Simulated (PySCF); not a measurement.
# One shape, several levels: GaSiH4SOF (SMILES [F][Ga]([SH])[O][SiH3])

Wanted: a comparison of 6 runs (HF/STO-3G, r2SCAN/STO-3G, B3LYP/6-31G*, PBE0/def2-SVP, CCSD(T)/cc-pVDZ) of GaSiH4SOF. 

The calculation is run with PySCF 2.14.0.

## Step 1: The system as given

The species is GaSiH4SOF (9 atoms), meant as a singlet with charge 0. As SMILES, `[F][Ga]([SH])[O][SiH3]`. Geometry: a GFN2-xTB relaxation, a rough one for these elements and not checked as a minimum. This is one conformer, not always the lowest.

Bond lengths: F1–Ga2 1.769 Å, Ga2–S3 2.205 Å, Ga2–O4 1.734 Å, O4–Si5 1.646 Å, S3–H6 1.332 Å, Si5–H7 1.465 Å, Si5–H8 1.464 Å, Si5–H9 1.465 Å. Some angles: F1–Ga2–S3 117.0°, F1–Ga2–O4 116.1°, S3–Ga2–O4 126.9°, Ga2–O4–Si5 151.7°, Ga2–S3–H6 90.1°, O4–Si5–H7 102.2°, O4–Si5–H8 110.0°, O4–Si5–H9 105.1°, H7–Si5–H8 112.9°, H7–Si5–H9 113.6°.

## Step 2: Energy and gradient at HF/STO-3G (run 1)

Input file calc.py:

```python
from pyscf import gto, scf

molecule = gto.M(
    atom='''
F     -1.993860     1.243750     0.482530
Ga    -0.324060     0.828020     0.892500
S      0.528610     1.766550     2.695930
O      0.470550    -0.279070    -0.179870
Si     0.468100    -1.300340    -1.470400
H     -0.623110     2.399460     2.914070
H      1.759300    -1.010780    -2.098130
H     -0.669680    -1.003010    -2.342920
H      0.384160    -2.644580    -0.893720
''',
    verbose=4,
    basis='sto-3g',
    max_memory=1860,
    spin=0,
    charge=0,
)

mf = scf.RHF(molecule)
mf.conv_tol = 1e-10
mf.kernel()
if not mf.converged:
    mf = mf.newton().run(mf.mo_coeff, mf.mo_occ)

etot = mf.e_tot
print('E(%s) = %.9f' % ('HF', etot))
grad = mf.nuc_grad_method().kernel()
mf.analyze()
```

Started as:

```console
$ OMP_NUM_THREADS=1 python calc.py
```

The log of the run:

```text
PySCF version 2.14.0

[... 83 lines left out ...]
Total Energy =                       -2753.952209904457959
[... 4 lines left out ...]
DFT Exchange-Correlation Energy =     -140.501442277786282
[... 6 lines left out ...]
MO #5   energy= -41.8976634228159  occ= 2
[... 4 lines left out ...]
MO #10  energy= -8.62612421076431  occ= 2
[... 4 lines left out ...]
MO #15  energy= -5.77789859443461  occ= 2
[... 4 lines left out ...]
MO #20  energy= -3.92252069568274  occ= 2
[... 4 lines left out ...]
MO #25  energy= -0.682029250775859 occ= 2
[... 4 lines left out ...]
MO #30  energy= -0.434883645082239 occ= 2
[... 4 lines left out ...]
MO #35  energy= -0.343126826155745 occ= 2
[... 4 lines left out ...]
MO #40  energy= -0.264417297273767 occ= 2
[... 4 lines left out ...]
MO #45  energy= 0.48533024140697   occ= 0
[... 4 lines left out ...]
MO #50  energy= 0.699044415116666  occ= 0
[... 23 lines left out ...]
pop of  1 Ga 3dxz         1.97275
pop of  1 Ga 3dx2-y2      1.97666
pop of  2 S 1s            2.00000
pop of  2 S 2s            1.99966
pop of  2 S 3s            1.77578
pop of  2 S 2px           1.99930
pop of  2 S 2py           1.99963
pop of  2 S 2pz           1.99948
pop of  2 S 3px           1.24213
pop of  2 S 3py           1.54198
pop of  2 S 3pz           1.41029
pop of  3 O 1s            1.99990
pop of  3 O 2s            1.61380
pop of  3 O 2px           1.78228
pop of  3 O 2py           1.54438
pop of  3 O 2pz           1.48389
pop of  4 Si 1s           2.00000
pop of  4 Si 2s           1.99985
pop of  4 Si 3s           1.07002
pop of  4 Si 2px          1.99893
pop of  4 Si 2py          1.99909
pop of  4 Si 2pz          1.99915
pop of  4 Si 3px          0.80017
pop of  4 Si 3py          0.72123
pop of  4 Si 3pz          0.67762
pop of  5 H 1s            1.04163
pop of  6 H 1s            1.15083
pop of  7 H 1s            1.15242
pop of  8 H 1s            1.15179
 ** Mulliken atomic charges  **
charge of    0F =     -0.24197
charge of    1Ga =      0.39722
charge of    2S =      0.03175
charge of    3O =     -0.42426
charge of    4Si =      0.73394
charge of    5H =     -0.04163
charge of    6H =     -0.15083
charge of    7H =     -0.15242
charge of    8H =     -0.15179
Dipole moment(X, Y, Z, Debye):  0.00004, -0.65033, -0.78203
```

Run time: 6.9 s. Hardware: 1 thread of Intel Xeon at 2.70GHz, shared host; peak memory 0.12 GiB.

## Step 3: Energy and gradient at r2SCAN/STO-3G (run 2)

Input file calc.py:

```python
import pyscf.grad
from pyscf import gto, dft

mol = gto.M(
    atom='''
F     -3.767849     2.350347     0.911850
Ga    -0.612385     1.564731     1.686581
S      0.998928     3.338296     5.094569
O      0.889211    -0.527366    -0.339905
Si     0.884581    -2.457286    -2.778653
H     -1.177507     4.534322     5.506794
H      3.324595    -1.910097    -3.964891
H     -1.265512    -1.895414    -4.427477
H      0.725957    -4.997532    -1.688886
''',
    unit='bohr',
    spin=0,
    verbose=3,
    basis='sto-3g',
    max_memory=1860,
)

mf = dft.RKS(mol)
mf.xc = 'r2scan'
mf.conv_tol = 1e-10
mf.grids.level = 5
mf.kernel()
if not mf.converged:
    mf = mf.newton().run(mf.mo_coeff, mf.mo_occ)

energy = mf.e_tot
print('E(%s) = %.9f' % ('R2SCAN', energy))
grad = mf.Gradients().kernel()
mf.analyze()
```

Started as:

```console
$ OMP_NUM_THREADS=1 python calc.py
```

The log of the run:

```text
converged SCF energy = -2757.20405858508
E(R2SCAN) = -2757.204058585
--------------- RKS gradients ---------------
         x                y                z
0 F    -0.0441662642     0.0114991081    -0.0099198587
1 Ga    -0.0263712578     0.0520572773     0.0554264640
2 S     0.0027972797     0.0236516651     0.0347536016
3 O     0.0464892144    -0.0845129087    -0.0892341884
4 Si     0.0046446571    -0.0026051901    -0.0002837714
5 H     0.0157666270    -0.0128455792    -0.0085394619
6 H     0.0070422988     0.0082749091     0.0045021947
7 H    -0.0057886900     0.0063498404     0.0026400148
8 H    -0.0013778602    -0.0022507295     0.0095921025
----------------------------------------------
**** MO energy ****
MO #1   energy= -368.081691935625  occ= 2
MO #2   energy= -87.3594393422692  occ= 2
MO #3   energy= -65.0926344907894  occ= 2
MO #4   energy= -44.428867682501   occ= 2
MO #5   energy= -40.2098701542797  occ= 2
MO #6   energy= -40.1977369347816  occ= 2
MO #7   energy= -40.187572660968   occ= 2
MO #8   energy= -24.0977968518463  occ= 2
MO #9   energy= -18.6168123836766  occ= 2
MO #10  energy= -7.50669549401207  occ= 2
MO #11  energy= -5.44431885932326  occ= 2
MO #12  energy= -5.43838055535933  occ= 2
MO #13  energy= -5.42488978085258  occ= 2
MO #14  energy= -5.04974031129266  occ= 2
MO #15  energy= -5.00611775191267  occ= 2
MO #16  energy= -3.33883244345107  occ= 2
MO #17  energy= -3.33616136399834  occ= 2
MO #18  energy= -3.3361242640968   occ= 2
MO #19  energy= -3.32484448199666  occ= 2
MO #20  energy= -3.30755325943844  occ= 2
MO #21  energy= -3.28833433998169  occ= 2
MO #22  energy= -0.983729913796303 occ= 2
MO #23  energy= -0.848401136370496 occ= 2
MO #24  energy= -0.62440049122014  occ= 2
MO #25  energy= -0.474331556937564 occ= 2
MO #26  energy= -0.352396435053885 occ= 2
MO #27  energy= -0.308803689101153 occ= 2
MO #28  energy= -0.298280529547965 occ= 2
MO #29  energy= -0.287862994419205 occ= 2
MO #30  energy= -0.267044880632586 occ= 2
MO #31  energy= -0.214679808669177 occ= 2
MO #32  energy= -0.198916171345687 occ= 2
MO #33  energy= -0.151690679858178 occ= 2
MO #34  energy= -0.134812966865416 occ= 2
MO #35  energy= -0.134107841130773 occ= 2
MO #36  energy= -0.115165304387842 occ= 2
MO #37  energy= -0.0381534823109341 occ= 2
MO #38  energy= -0.00864901571718824 occ= 2
MO #39  energy= 0.0032688583338864 occ= 2
MO #40  energy= 0.0163909477642785 occ= 2
MO #41  energy= 0.0229597972093625 occ= 2
MO #42  energy= 0.0641897112739499 occ= 0
MO #43  energy= 0.0872009103004226 occ= 0
MO #44  energy= 0.219078523398156  occ= 0
MO #45  energy= 0.252840886303967  occ= 0
MO #46  energy= 0.264407535228185  occ= 0
MO #47  energy= 0.290009038011267  occ= 0
MO #48  energy= 0.34197056994869   occ= 0
MO #49  energy= 0.350520327489799  occ= 0
MO #50  energy= 0.407977431641903  occ= 0
 ** Mulliken atomic charges  **
charge of    0F =     -0.10298
charge of    1Ga =      0.05223
charge of    2S =      0.08987
charge of    3O =     -0.28153
charge of    4Si =      0.62736
charge of    5H =     -0.01527
charge of    6H =     -0.12246
charge of    7H =     -0.12561
charge of    8H =     -0.12160
Dipole moment(X, Y, Z, Debye): -0.20581, -0.54531, -0.75710
```

Run time: 37 s. Hardware: 1 thread of Intel Xeon at 2.70GHz, shared host; peak memory 0.53 GiB.

Runs 3 to 5 aren't shown in full; the table further down has their settings and results.

## Step 4: The energy at CCSD(T)/cc-pVDZ (run 6)

Input file input.py:

```python
# [F][Ga]([SH])[O][SiH3]
from pyscf import gto, cc

mol = gto.M(
    atom=[
    ('F', (-1.993860, 1.243750, 0.482530)),
    ('Ga', (-0.324060, 0.828020, 0.892500)),
    ('S', (0.528610, 1.766550, 2.695930)),
    ('O', (0.470550, -0.279070, -0.179870)),
    ('Si', (0.468100, -1.300340, -1.470400)),
    ('H', (-0.623110, 2.399460, 2.914070)),
    ('H', (1.759300, -1.010780, -2.098130)),
    ('H', (-0.669680, -1.003010, -2.342920)),
    ('H', (0.384160, -2.644580, -0.893720)),
],
    verbose=3,
    charge=0,
    max_memory=1860,
    basis='cc-pvdz',
)

calc0 = mol.RHF()
calc0.conv_tol = 1e-10
calc0.kernel()
if not calc0.converged:
    calc0 = calc0.newton().run(calc0.mo_coeff, calc0.mo_occ)

mycc = cc.CCSD(calc0, frozen=21)
mycc.kernel()
e_t = mycc.ccsd_t()
etot = mycc.e_tot + e_t
print('E = %.10f Eh' % etot)
dip = calc0.dip_moment()
pop, q = calc0.mulliken_pop()
```

Started as:

```console
$ OMP_NUM_THREADS=1 python input.py
```

The log of the run:

```text
converged SCF energy = -2786.46762400015
[... 3 lines left out ...]
Dipole moment(X, Y, Z, Debye):  0.60410, -0.27531,  0.08745
[... 82 lines left out ...]
pop of  4 Si 3py          0.43226
pop of  4 Si 3pz          0.39740
pop of  4 Si 4px          0.21210
pop of  4 Si 4py          0.15561
pop of  4 Si 4pz          0.12331
pop of  4 Si 3dxy         0.02099
pop of  4 Si 3dyz         0.07324
pop of  4 Si 3dz^2        0.05473
pop of  4 Si 3dxz         0.10983
pop of  4 Si 3dx2-y2      0.09766
pop of  5 H 1s            0.69745
pop of  5 H 2s            0.15573
pop of  5 H 2px           0.01865
pop of  5 H 2py           0.01157
pop of  5 H 2pz           0.00766
pop of  6 H 1s            0.74478
pop of  6 H 2s            0.38405
pop of  6 H 2px           0.00950
pop of  6 H 2py           0.00110
pop of  6 H 2pz           0.00205
pop of  7 H 1s            0.74398
pop of  7 H 2s            0.37995
pop of  7 H 2px           0.00757
pop of  7 H 2py           0.00103
pop of  7 H 2pz           0.00430
pop of  8 H 1s            0.74515
pop of  8 H 2s            0.38757
pop of  8 H 2px           0.00075
pop of  8 H 2py           0.00953
pop of  8 H 2pz           0.00242
 ** Mulliken atomic charges  **
charge of    0F =     -0.53078
charge of    1Ga =      1.13683
charge of    2S =     -0.25180
charge of    3O =     -0.85803
charge of    4Si =      0.81856
charge of    5H =      0.10894
charge of    6H =     -0.14147
charge of    7H =     -0.13683
charge of    8H =     -0.14543
```

Run time: 84 s. Hardware: 1 thread of Intel Xeon at 2.70GHz, shared host; peak memory 0.81 GiB.

## Step 5: The series

| run | level | integration grid | Cartesian functions | energy (Eh) | dipole moment (D) of the reference | HOMO energy (eV) | LUMO energy (eV) | wall time |
| --- | --- | --- | --- | --- | --- | --- | --- | --- |
| 1 | HF/STO-3G | – | no | -2753.952210 | 1.02 | -7.10 | 6.40 | 6.9 s |
| 2 | r2SCAN/STO-3G | 5 | no | -2757.204059 | 0.96 | 0.62 | 1.75 | 37 s |
| 3 | B3LYP/6-31G* (spherical functions) | 5 | no | -2789.900900 | 0.45 | -7.78 | -1.67 | 68 s |
| 4 | B3LYP/6-31G* (Cartesian functions) | 5 | yes | -2789.914004 | 0.45 | -7.77 | -1.66 | 80 s |
| 5 | PBE0/def2-SVP | 5 | no | -2788.854785 | 0.53 | -8.05 | -1.21 | 62 s |
| 6 | CCSD(T)/cc-pVDZ | – | no | -2787.210078 | 0.67 | -10.96 | 2.26 | 84 s |

## Step 6: Summary of results

```
                                           quantity           value
                                run 6: total energy  -2787.21008 Eh
        run 6: dipole moment (Hartree–Fock density)          0.67 D
         run 6: HOMO energy (Hartree–Fock orbitals)       -10.96 eV
         run 6: LUMO energy (Hartree–Fock orbitals)         2.26 eV
       run 6: HOMO–LUMO gap (Hartree–Fock orbitals)        13.22 eV
run 6: correlation energy (21 core orbitals frozen)      -742.5 mEh
                              run 6: (T) correction      -17.21 mEh
                               run 6: T1 diagnostic           0.013
```

What this shows: Over runs 1, 2, 3, 4, 5 the dipole moment (its size) runs from 0.45 D (B3LYP/6-31G*) to 1.02 D (HF/STO-3G). The two ends differ in method and basis. Over runs 1, 2, 3, 4, 5 the HOMO–LUMO gap runs from 1.12 eV (r2SCAN/STO-3G) to 13.50 eV (HF/STO-3G). Exact exchange widens orbital gaps. Totals of different functionals can't be ranked against each other. In runs 1, 2 the basis is minimal, so the values are rough. All runs together took 5.7 min, the longest 84 s.
